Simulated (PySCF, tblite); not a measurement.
# C6H4ClF2 radical: geometry, infrared bands and EPR parameters

Aim: predict the infrared bands and EPR parameters of C6H4ClF2 radical (`F[C]1C=CC(F)=C[C@@H]1Cl`).

The runs use tblite 0.8.0 and PySCF 2.14.0, with density-fitted response routines of our own; the level of theory stands in each step. All values are computed, except where a source is named. Atoms are numbered from 0 throughout.

## 1. The molecule as given

13 atoms, charge 0, multiplicity 2; geometry from: force field or distance geometry start.

Bonds of the start (Å): F0–C1 1.36, C1–C2 1.47, C2–C3 1.32, C3–C4 1.45, C4–F5 1.34, C4–C6 1.32, C6–C7 1.48, C7–Cl8 1.79, C7–C1 1.48, C2–H9 1.08, C3–H10 1.08, C6–H11 1.09, C7–H12 1.13.

## 2. Geometry optimisation with GFN2-xTB

What the job is given:

```
{"job": {"kind": "relax", "xc": "GFN2-xTB", "basis": "xTB"}, "charge": 0, "multiplicity": 2}
F     -1.288300    -2.184800     0.731400
C     -0.681300    -1.238600    -0.042800
C      0.791400    -1.250200    -0.001000
C      1.562300    -0.174700    -0.061400
C      0.909900     1.117200    -0.136100
F      1.689400     2.210300    -0.196200
C     -0.402500     1.233200    -0.179600
C     -1.333500     0.087300    -0.121200
Cl    -2.421700     0.418600     1.261000
H      1.287800    -2.209900     0.067600
H      2.631500    -0.315800    -0.025700
H     -0.803600     2.239500    -0.242600
H     -1.945700     0.068400    -1.071400
```

Command:

```
$ OMP_NUM_THREADS=1 python probes_run.py task.json out
```

The driver reads the jobs from task.json and runs them one after another.

**Question.** This job is followed by: GFN2-xTB harmonic vibrations, gas phase; UKS B3LYP, pcH-1 on C Cl F H, non-relativistic, mean-field spin-orbit, GIAO. What will the session give for the following? strongest single infrared mode (GFN2-xTB); zero-point energy (GFN2-xTB); g(iso) (B3LYP); ⟨S²⟩; largest a(iso); potential on the surface of density 0.002 e/bohr³, 1st and 99th percentile.

**Answer**, as computed:

| quantity | value |
| --- | --- |
| strongest single infrared mode (GFN2-xTB) | 1166 cm⁻¹, 176 km/mol |
| zero-point energy (GFN2-xTB) | 50.9 kcal/mol |
| g(iso) (B3LYP) | 2.00606 |
| ⟨S²⟩ | 0.781 (exact 0.75) |
| largest a(iso) | 35Cl on Cl8, 62.1 MHz |
| potential on the surface of density 0.002 e/bohr³, 1st and 99th percentile | -0.88 V and 1.44 V |

In words: Over 52 steps the energy fell by 0.939 eV; of the close pairs, C7–Cl8 changed most, 1.790 to 1.987 Å. No mode is imaginary among the 33: a minimum at this level. The strongest single mode, at 1166 cm⁻¹, is spread over several atoms, C4, C1, H11, H10 among them. GFN2-xTB is a fitted tight-binding method: band positions and strengths are rough. Its intensities can rank the bands wrongly. The largest spin populations lie on C3 (0.44 e), C1 (0.35 e), C6 (0.31 e). The isotropic g lies 3.7 ppt above the free-electron value. The conformer search found further structures of the same energy, which may be mirror or relabelled copies of this one.
